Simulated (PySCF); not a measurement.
# EuF3(NH3): other functionals and bases at one geometry

One table from this session's results is given with a row withheld; the runs are named, their logs left out.

Computed with PySCF 2.14.0. Level: several levels, as the steps say, no spin–orbit coupling.

1 further run of the same task is left out (for a known fault of the program).

### Where the work starts

8 atoms, charge 0, spin multiplicity 1.

Bond lengths: Eu1–F2 2.067 Å, Eu1–F3 2.067 Å, Eu1–F4 2.067 Å, Eu1–N5 2.556 Å, N5–H6 1.022 Å, N5–H7 1.022 Å, N5–H8 1.022 Å. Angles: F2–Eu1–F3 118.6°, F2–Eu1–F4 118.6°, F2–Eu1–N5 96.8°, F3–Eu1–F4 118.6°, F3–Eu1–N5 96.8°, F4–Eu1–N5 96.8°, Eu1–N5–H6 112.4°, Eu1–N5–H7 112.4°, Eu1–N5–H8 112.4°, H6–N5–H7 106.4°, H6–N5–H8 106.4°, H7–N5–H8 106.4°.

Coordinates:

```xyz
8
EuF3H3N
Eu    0.1116   -0.1116    0.1116
F     1.0917    1.4217    1.0917
F    -1.4217   -1.0917    1.0917
F     1.0917   -1.0917   -1.4217
N    -1.3639    1.3639   -1.3639
H    -1.9743    1.9743   -0.8169
H    -0.8169    1.9743   -1.9743
H    -1.9743    0.8169   -1.9743
```

Formal oxidation states: Eu +3. Each metal's 6 4f electrons lie in its core potential, so multiplicities, spins and levels count the valence alone. An earlier session relaxed this geometry at PBE0, Eu lcecp-1-SVP with ECP52, F def2-SVP, N def2-SVP, H def2-SVP (singlet, point group C3v).

At PBE0 on the finer grid: E = -391.060941 Eh, HOMO -9.31 eV, LUMO -0.81 eV, Mulliken charge on Eu1 +1.18 e, largest force component 0.012 eV/Å. 

Levels to run: BLYP; CAM-B3LYP; PBE0, TZVP. Hardware: 2 threads of Arm Neoverse V1, shared host.

Set-up of the first run:

The input, run.py (the lines that set the calculation):

```python
mol = gto.M(atom='''
Eu     0.11163    -0.11163     0.11163
F      1.09173     1.42171     1.09173
F     -1.42171    -1.09173     1.09173
F      1.09173    -1.09173    -1.42171
N     -1.36394     1.36394    -1.36394
H     -1.97428     1.97428    -0.81693
H     -0.81693     1.97428    -1.97428
H     -1.97428     0.81693    -1.97428''',
    basis={'Eu': 'lcecp-1-SVP', 'F': 'def2-SVP', 'N': 'def2-SVP', 'H': 'def2-SVP'},
    ecp={'Eu': 'lcecp-1-SVP'},
    charge=0, spin=0)
mf = dft.RKS(mol, xc='BLYP')
mf.grids.atom_grid = (75, 302)  # f atoms: unpruned, at least (60, 302)
mf = mf.density_fit()  # fitting sets: Eu AutoAux, F def2-universal-JKFIT, N def2-universal-JKFIT, H def2-universal-JKFIT
mf.conv_tol = 1e-08; mf.max_cycle = 55
mf.kernel(dm0)  # dm0: the density of the relaxed state
```

Command:

```
$ OMP_NUM_THREADS=2 python run.py
```

Steps of the session up to this table: BLYP; CAM-B3LYP; PBE0, TZVP.

One of the session's tables, all rows but one given; the rest of the session is left out.

| level | HOMO (eV) | gap (eV) | charge on Eu1 (e) | dipole (D) | largest force component (eV/Å) |
| --- | --- | --- | --- | --- | --- |
| PBE0 (relaxed here) | -9.31 | 8.50 | 1.18 | 5.70 | 0.01 |
| BLYP | -7.26 | 5.70 | 0.92 | 5.59 | 0.31 |
| CAM-B3LYP | -10.80 | 10.62 | 1.14 | 5.70 | 0.04 |
| PBE0, TZVP | ? | ? | ? | ? | ? |

Estimate the missing values for PBE0, TZVP.

The run gave: HOMO (eV): -9.50; gap (eV): 8.50; charge on Eu1 (e): 1.61; dipole (D): 5.66; largest force component (eV/Å): 0.23. In the column «HOMO (eV)» it lies between CAM-B3LYP (-10.80) and PBE0 (relaxed here) (-9.31).

In one basis the HOMO–LUMO gap runs from 5.70 eV (BLYP) to 10.62 eV (CAM-B3LYP). The largest leftover force, 0.31 eV/Å with BLYP, stands at a geometry relaxed at another level. With 4f in the core, its levels are missing from HOMO and gap, and its count is fixed, so no charge can pass from the ligands into it. Total energies of different levels can't be compared.
